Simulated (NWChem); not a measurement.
**Si2NH6F (SMILES F[SiH2]N[SiH3]): HF/6-31G(d) (spherical functions)**

We compute a geometry optimisation of Si2NH6F. 

The results are computed with NWChem 7.3.0.

10 further runs of the same task are left out: 5 that didn't finish, 5 set aside as unsound or not needed. Runs told in other sessions of the task aren't counted.

### 1 The system as given

The species is Si2NH6F (10 atoms), meant as a singlet with charge 0. As SMILES, `F[SiH2]N[SiH3]`. The shape is that of a PBE0-D4/def2-TZVP optimisation. This is one conformer, not always the lowest. The run starts from this shape.

Bond lengths: F1–Si2 1.602 Å, Si2–N3 1.706 Å, N3–Si4 1.733 Å, Si2–H5 1.480 Å, Si2–H6 1.478 Å, N3–H7 1.011 Å, Si4–H8 1.487 Å, Si4–H9 1.487 Å, Si4–H10 1.483 Å. Some angles: F1–Si2–N3 112.6°, Si2–N3–Si4 128.2°, F1–Si2–H5 106.0°, F1–Si2–H6 106.5°, N3–Si2–H5 109.3°, N3–Si2–H6 108.9°, Si2–N3–H7 115.6°, Si4–N3–H7 115.9°, N3–Si4–H8 110.9°, N3–Si4–H9 112.0°.

### 2 A geometry optimisation at HF/6-31G(d) (spherical functions)

The input, input.nw:

```
start input
memory 2200 mb

geometry units angstrom
  F       -1.561500       0.994300      -1.776700
  Si      -0.375000       1.301800      -0.745900
  N        0.514800      -0.094800      -0.335900
  Si       0.194800      -1.236100       0.928700
  H        0.517200       2.267200      -1.426700
  H       -1.010100       1.839400       0.475900
  H        1.264300      -0.336200      -0.970000
  H        1.391500      -1.422100       1.791600
  H       -0.186300      -2.569800       0.392000
  H       -0.924400      -0.683300       1.730300
end

basis spherical bse
  F library 6-31G*
  Si library 6-31G*
  N library 6-31G*
  H library 6-31G*
end

scf
  thresh 1e-07
  maxiter 80
  print low
end

driver
  maxiter 60
end

freq
  temp 3 298.15 600 900
end

task scf optimize
task scf frequencies
```

Started as:

```sh
$ nwchem input.nw > input.out
```

What it wrote:

```text
Northwest Computational Chemistry Package (NWChem) 7.3.0
             --------------------------------------------------------

           Job information
           ---------------

    nwchem branch   = 7.3.0
    use scalapack   = T
    input           = input.nw
    prefix          = input.
    data base       = ./input.db
    status          = startup
    nproc           =        1

           Memory information
           ------------------

    heap     =     72089596 doubles =      550.0 Mbytes
    stack    =     72089601 doubles =      550.0 Mbytes
    global   =    144179200 doubles =     1100.0 Mbytes (distinct from heap & stack)
    total    =    288358397 doubles =     2200.0 Mbytes
    verify   = yes
    hardfail = no

           Directory information
           ---------------------

  0 permanent = .
  0 scratch   = .

                                NWChem Input Module
                                -------------------

 Scaling coordinates for geometry "geometry" by  1.889725989
 (inverse scale =  0.529177249)

 C1  symmetry detected

          ------
          auto-z
          ------
  no constraints, skipping    0.0000000000000000
  no constraints, skipping    0.0000000000000000

                             Geometry "geometry" -> ""
                             -------------------------

 Output coordinates in angstroms (scale by  1.889725989 to convert to a.u.)

  No.       Tag          Charge          X              Y              Z
 ---- ---------------- ---------- -------------- -------------- --------------
    1 F                    9.0000    -0.83316515     1.99445110    -0.13186440
    2 Si                  14.0000     0.47097928     1.12604618     0.19974888
    3 N                    7.0000     0.43276153    -0.41681516    -0.52719945
[... 6 lines of this table left out ...]
   10 H                    1.0000    -0.67785430    -1.59191000     1.49084316

      Atomic Mass
      -----------

      F                 18.998400
      Si                27.976930
      N                 14.003070
      H                  1.007825

 Effective nuclear repulsion energy (a.u.)     227.5472401899

            Nuclear Dipole moment (a.u.)
            ----------------------------
        X                 Y               Z
 ---------------- ---------------- ----------------
     0.0000000000    -0.0000000000    -0.0000000000

                                Z-matrix (autoz)
                                --------

 Units are Angstrom for bonds and degrees for angles

      Type          Name      I     J     K     L     M      Value
      ----------- --------  ----- ----- ----- ----- ----- ----------
    1 Stretch                  1     2                       1.60153
    2 Stretch                  2     3                       1.70597
    3 Stretch                  2     5                       1.48037
    4 Stretch                  2     6                       1.47823
    5 Stretch                  3     4                       1.73326
    6 Stretch                  3     7                       1.01099
    7 Stretch                  4     8                       1.48704
    8 Stretch                  4     9                       1.48729
    9 Stretch                  4    10                       1.48350
   10 Bend                     1     2     3               112.57651
   11 Bend                     1     2     5               106.00478
   12 Bend                     1     2     6               106.47004
   13 Bend                     2     3     4               128.17848
   14 Bend                     2     3     7               115.55707
   15 Bend                     3     2     5               109.27165
   16 Bend                     3     2     6               108.85501
   17 Bend                     3     4     8               110.92612
   18 Bend                     3     4     9               111.99304
   19 Bend                     3     4    10               106.74776
   20 Bend                     4     3     7               115.92911
   21 Bend                     5     2     6               113.69553
   22 Bend                     8     4     9               107.66450
   23 Bend                     8     4    10               109.88852
   24 Bend                     9     4    10               109.62269
   25 Torsion                  1     2     3     4         -87.55933
   26 Torsion                  1     2     3     7          85.46057
   27 Torsion                  2     3     4     8        -126.89819
   28 Torsion                  2     3     4     9         112.78329
   29 Torsion                  2     3     4    10          -7.20100
   30 Torsion                  4     3     2     5         154.94392
   31 Torsion                  4     3     2     6          30.24426
   32 Torsion                  5     2     3     7         -32.03618
   33 Torsion                  6     2     3     7        -156.73584
   34 Torsion                  7     3     4     8          60.10390
   35 Torsion                  7     3     4     9         -60.21462
   36 Torsion                  7     3     4    10         179.80110

            XYZ format geometry
            -------------------
    10
 geometry
 F                    -0.83316515     1.99445110    -0.13186440
 Si                    0.47097928     1.12604618     0.19974888
 N                     0.43276153    -0.41681516    -0.52719945
[... 6 lines of this table left out ...]
 H                    -0.67785430    -1.59191000     1.49084316

[... 144 lines left out ...]
       Final RHF  results
[... 24 lines left out ...]
@ ---- ---------------- -------- -------- -------- -------- -------- --------
[... 47 lines left out ...]
      Two-electron energy =    509.655638680386
[... 68 lines left out ...]
       Final RHF  results
[... 25 lines left out ...]
@    1    -735.31890309 -4.4D-04  0.00604  0.00113  0.02203  0.06837     81.0
[... 47 lines left out ...]
 Nuclear repulsion energy =    227.037740840521
[... 65 lines left out ...]
         Total SCF energy =   -735.318970292192
[... 65 lines left out ...]
      Two-electron energy =    509.450498141161
[... 68 lines left out ...]
       Final RHF  results
[... 25 lines left out ...]
@    3    -735.31897501 -4.7D-06  0.00021  0.00006  0.00363  0.00792    145.4
[... 44 lines left out ...]
 Nuclear repulsion energy =    227.022081461610
[... 66 lines left out ...]
         Total SCF energy =   -735.318975898019
[... 60 lines left out ...]
       Final RHF  results
[... 10 lines left out ...]
     step= 1.00 grad=-2.0D-07 hess= 1.6D-08 energy=   -735.318976 mode=restrict
[... 62 lines left out ...]
      One-electron energy =  -1471.736418964569
[... 67 lines left out ...]
         Total SCF energy =   -735.318977110954
[... 8 lines left out ...]
 new step= 2.94                   predicted energy=   -735.318978
[... 66 lines left out ...]
      Two-electron energy =    509.417551426378
[... 63 lines left out ...]
      One-electron energy =  -1471.763665732426
[... 44 lines left out ...]
            Nuclear Dipole moment (a.u.)
[... 30 lines left out ...]
 Nuclear repulsion energy =    227.033603394554
[... 62 lines left out ...]
      Two-electron energy =    509.449972596241
[... 64 lines left out ...]
       Final RHF  results
[... 25 lines left out ...]
@    8    -735.31897913 -2.6D-07  0.00006  0.00002  0.00192  0.00520    370.2
[... 43 lines left out ...]
 Nuclear repulsion energy =    227.046598433493
[... 60 lines left out ...]
         Total SCF energy =   -735.318979193121
[... 83 lines left out ...]
                Final and change from initial internal coordinates
[... 90 lines left out ...]
 Nuclear repulsion energy =    227.046598433493
[... 50 lines left out ...]
 X vector of derivative dipole (au) [debye/angstrom]
[... 4 lines left out ...]
 d_dipole_x/<atom=   2,y> =    -0.0143     [   -0.0687]
[... 4 lines left out ...]
 d_dipole_x/<atom=   4,x> =     1.5025     [    7.2169]
[... 4 lines left out ...]
 d_dipole_x/<atom=   5,z> =     0.0415     [    0.1995]
[... 4 lines left out ...]
 d_dipole_x/<atom=   7,y> =    -0.0370     [   -0.1776]
[... 4 lines left out ...]
 d_dipole_x/<atom=   9,x> =    -0.3881     [   -1.8639]
[... 4 lines left out ...]
 d_dipole_x/<atom=  10,z> =     0.0340     [    0.1633]
[... 5 lines left out ...]
 d_dipole_y/<atom=   2,x> =    -0.1389     [   -0.6670]
[... 4 lines left out ...]
 d_dipole_y/<atom=   3,z> =    -0.0368     [   -0.1765]
[... 4 lines left out ...]
 d_dipole_y/<atom=   5,y> =    -0.4066     [   -1.9530]
[... 4 lines left out ...]
 d_dipole_y/<atom=   7,x> =    -0.0363     [   -0.1746]
[... 4 lines left out ...]
 d_dipole_y/<atom=   8,z> =     0.0168     [    0.0806]
[... 4 lines left out ...]
 d_dipole_y/<atom=  10,y> =    -0.3346     [   -1.6071]
[... 5 lines left out ...]
 d_dipole_z/<atom=   1,z> =    -0.5424     [   -2.6050]
[... 4 lines left out ...]
 d_dipole_z/<atom=   3,y> =    -0.0478     [   -0.2297]
[... 4 lines left out ...]
 d_dipole_z/<atom=   5,x> =     0.0208     [    0.0998]
[... 4 lines left out ...]
 d_dipole_z/<atom=   6,z> =    -0.3685     [   -1.7702]
[... 4 lines left out ...]
 d_dipole_z/<atom=   8,y> =     0.0053     [    0.0255]
[... 4 lines left out ...]
 d_dipole_z/<atom=  10,x> =     0.0182     [    0.0876]
[... 128 lines left out ...]
          MASS-WEIGHTED PROJECTED HESSIAN (Hartree/Bohr/Bohr/Kamu)
[... 11 lines left out ...]
              11           12           13           14           15           16           17           18           19           20
   ----- ----- ----- ----- -----
   11    1.44594D+01
   12    1.64451D-01  1.36801D+01
   13    1.98117D-01 -9.15349D-02  1.42385D+02
   14    6.33024D-01 -7.04638D-01  7.11597D+01  7.93285D+01
[... 15 lines of this table left out ...]
   30   -5.20456D+00 -3.36061D+01  7.05047D-02  4.84852D-01  6.48289D-01 -3.29718D-01 -2.46219D-01  1.01299D+00  5.66495D-01  1.64924D+00

              21           22           23           24           25           26           27           28           29           30
   ----- ----- ----- ----- -----
   21    4.41372D+02
   22   -7.86602D-01  1.10870D+02
   23   -6.32200D-01 -8.85047D+01  1.24858D+02
   24    6.06975D-01 -5.88057D-01  1.23102D+00  2.42600D+01
[... 5 lines of this table left out ...]
   30    5.96704D-01  1.09911D+00 -1.13548D+00  1.55124D+00  1.66666D+00 -2.95375D+00 -7.36702D+00 -5.26262D+01  3.00304D+01  1.88985D+02

 center of mass
 --------------
 x =  -0.05042240 y =   0.13466460 z =  -0.00754374

 moments of inertia (a.u.)
 ------------------
         893.503651448636          -3.578870940803          -0.271906598264
          -3.578870940803         155.404306459544          -1.656158720626
          -0.271906598264          -1.656158720626         955.753329075880

 Rotational Constants
 --------------------
 A=   0.387430 cm-1  (  0.557412 K)
 B=   0.067374 cm-1  (  0.096934 K)
 C=   0.062987 cm-1  (  0.090622 K)

 Temperature                      =   298.15K
 frequency scaling parameter      =   1.0000

 Zero-Point correction to Energy  =   41.959 kcal/mol  (  0.066865 au)
 Thermal correction to Energy     =   45.936 kcal/mol  (  0.073204 au)
 Thermal correction to Enthalpy   =   46.529 kcal/mol  (  0.074148 au)

 Total Entropy                    =   80.506 cal/mol-K
   - Translational                =   39.547 cal/mol-K (mol. weight =  95.0023)
   - Rotational                   =   26.375 cal/mol-K (symmetry #  =        1)
   - Vibrational                  =   14.584 cal/mol-K

 Cv (constant volume heat capacity) =   20.823 cal/mol-K
   - Translational                  =    2.979 cal/mol-K
   - Rotational                     =    2.979 cal/mol-K
   - Vibrational                    =   14.864 cal/mol-K

 Temperature                      =   600.00K
 frequency scaling parameter      =   1.0000

 Zero-Point correction to Energy  =   41.959 kcal/mol  (  0.066865 au)
 Thermal correction to Energy     =   54.343 kcal/mol  (  0.086602 au)
 Thermal correction to Enthalpy   =   55.535 kcal/mol  (  0.088501 au)

 Total Entropy                    =  100.853 cal/mol-K
   - Translational                =   43.020 cal/mol-K (mol. weight =  95.0023)
   - Rotational                   =   28.459 cal/mol-K (symmetry #  =        1)
   - Vibrational                  =   29.374 cal/mol-K

 Cv (constant volume heat capacity) =   33.543 cal/mol-K
   - Translational                  =    2.979 cal/mol-K
   - Rotational                     =    2.979 cal/mol-K
   - Vibrational                    =   27.584 cal/mol-K

 Temperature                      =   900.00K
 frequency scaling parameter      =   1.0000

 Zero-Point correction to Energy  =   41.959 kcal/mol  (  0.066865 au)
 Thermal correction to Energy     =   65.533 kcal/mol  (  0.104434 au)
 Thermal correction to Enthalpy   =   67.321 kcal/mol  (  0.107282 au)

 Total Entropy                    =  116.687 cal/mol-K
   - Translational                =   45.034 cal/mol-K (mol. weight =  95.0023)
   - Rotational                   =   29.667 cal/mol-K (symmetry #  =        1)
   - Vibrational                  =   41.987 cal/mol-K

 Cv (constant volume heat capacity) =   40.429 cal/mol-K
   - Translational                  =    2.979 cal/mol-K
   - Rotational                     =    2.979 cal/mol-K
   - Vibrational                    =   34.470 cal/mol-K

          -------------------------------------------------
          NORMAL MODE EIGENVECTORS IN CARTESIAN COORDINATES
          -------------------------------------------------
             (Projected Frequencies expressed in cm-1)

                    1           2           3           4           5           6

 P.Frequency       -0.00       -0.00        0.00        0.00        0.00        0.00

           1    -0.00870     0.01316     0.03929    -0.14396     0.04212    -0.02326
[... 28 lines of this table left out ...]
          30    -0.15094    -0.01519     0.06339     0.01452    -0.07350     0.01157

                    7           8           9          10          11          12

 P.Frequency       60.11       69.02      216.28      321.69      448.16      629.41

           1     0.05266     0.04119    -0.00711     0.00182    -0.00847    -0.03175
[... 28 lines of this table left out ...]
          30     0.13056    -0.12525    -0.02011     0.00024    -0.01601     0.00839

                   13          14          15          16          17          18

 P.Frequency      674.86      788.50      856.30      910.10      929.99     1004.23

           1     0.00175    -0.00187     0.01161    -0.06934    -0.12485     0.03444
[... 28 lines of this table left out ...]
          30    -0.06390     0.02734     0.04966     0.06220    -0.02794    -0.00807

                   19          20          21          22          23          24

 P.Frequency     1031.59     1034.61     1061.99     1069.03     1106.86     1356.28

           1     0.00007     0.00653     0.00911     0.01258    -0.01378    -0.00048
[... 28 lines of this table left out ...]
          30     0.25543     0.01963     0.04069     0.04270     0.00822    -0.01610

                   25          26          27          28          29          30

 P.Frequency     2366.99     2382.48     2401.67     2429.29     2447.71     3767.30

           1     0.00018    -0.00015    -0.00011    -0.00074    -0.00052    -0.00001
[... 28 lines of this table left out ...]
          30     0.00675    -0.18129     0.89087    -0.00286     0.13405    -0.00270

 ----------------------------------------------------------------------------
 Normal Eigenvalue ||    Projected Derivative Dipole Moments (debye/angs)
  Mode   [cm**-1]  ||      [d/dqX]             [d/dqY]           [d/dqZ]
 ------ ---------- || ------------------ ------------------ -----------------
    1       -0.000 ||      -0.008              -0.038             0.049
    2       -0.000 ||       0.026               0.021             0.018
    3        0.000 ||      -0.088              -0.019            -0.151
[... 26 lines of this table left out ...]
   30     3767.298 ||      -0.330               0.064             0.924
 ----------------------------------------------------------------------------

 ----------------------------------------------------------------------------
 Normal Eigenvalue ||           Projected Infra Red Intensities
  Mode   [cm**-1]  || [atomic units] [(debye/angs)**2] [(KM/mol)] [arbitrary]
 ------ ---------- || -------------- ----------------- ---------- -----------
    1       -0.000 ||    0.000169           0.004         0.165       0.015
    2       -0.000 ||    0.000063           0.001         0.061       0.006
    3        0.000 ||    0.001333           0.031         1.299       0.119
[... 26 lines of this table left out ...]
   30     3767.298 ||    0.041948           0.968        40.893       3.736
 ----------------------------------------------------------------------------

 vib:animation  F

 Task  times  cpu:       55.2s     wall:       55.2s
 Total times  cpu:      443.0s     wall:      443.0s
```

Run time: 7.4 min. Hardware: 1 thread of Intel Xeon Platinum 8259CL at 2.50GHz (Skylake/Cascade Lake), shared host; peak memory 0.15 GiB.

The path in brief:

| step | energy from the first frame kept (eV) |
| --- | --- |
| 0 | 0.0000 |
| 1 | -0.0119 |
| 2 | -0.0138 |
| 3 | -0.0139 |
| 4 | -0.0139 |
| 5 | -0.0139 |
| 6 | -0.0140 |
| 7 | -0.0140 |
| 8 | -0.0140 |
| 9 | -0.0140 |

After the run. Bond lengths: F1–Si2 1.599 Å, Si2–N3 1.713 Å, N3–Si4 1.740 Å, Si2–H5 1.468 Å, Si2–H6 1.465 Å, N3–H7 1.003 Å, Si4–H8 1.476 Å, Si4–H9 1.476 Å, Si4–H10 1.472 Å. Some angles: F1–Si2–N3 112.4°, Si2–N3–Si4 129.8°, F1–Si2–H5 106.4°, F1–Si2–H6 106.7°, N3–Si2–H5 109.0°, N3–Si2–H6 109.4°, Si2–N3–H7 114.7°, Si4–N3–H7 115.2°, N3–Si4–H8 110.9°, N3–Si4–H9 111.9°.

### 3 What came out

At HF/6-31G* (spherical functions):

```
                   quantity          value
    total energy at the end  -735.31898 Eh
 lowest harmonic wavenumber        60 cm⁻¹
highest harmonic wavenumber      3767 cm⁻¹
          zero-point energy   175.6 kJ/mol
```

At the final geometry: Bond lengths: F1–Si2 1.599 Å, Si2–N3 1.713 Å, N3–Si4 1.740 Å, Si2–H5 1.468 Å, Si2–H6 1.465 Å, N3–H7 1.003 Å, Si4–H8 1.476 Å, Si4–H9 1.476 Å, Si4–H10 1.472 Å. Some angles: F1–Si2–N3 112.4°, Si2–N3–Si4 129.8°, F1–Si2–H5 106.4°, F1–Si2–H6 106.7°, N3–Si2–H5 109.0°, N3–Si2–H6 109.4°, Si2–N3–H7 114.7°, Si4–N3–H7 115.2°, N3–Si4–H8 110.9°, N3–Si4–H9 111.9°. All 24 modes are real, so the shape is a minimum at this level. The optimisation took 10 steps and changed the energy by -0.014 eV.
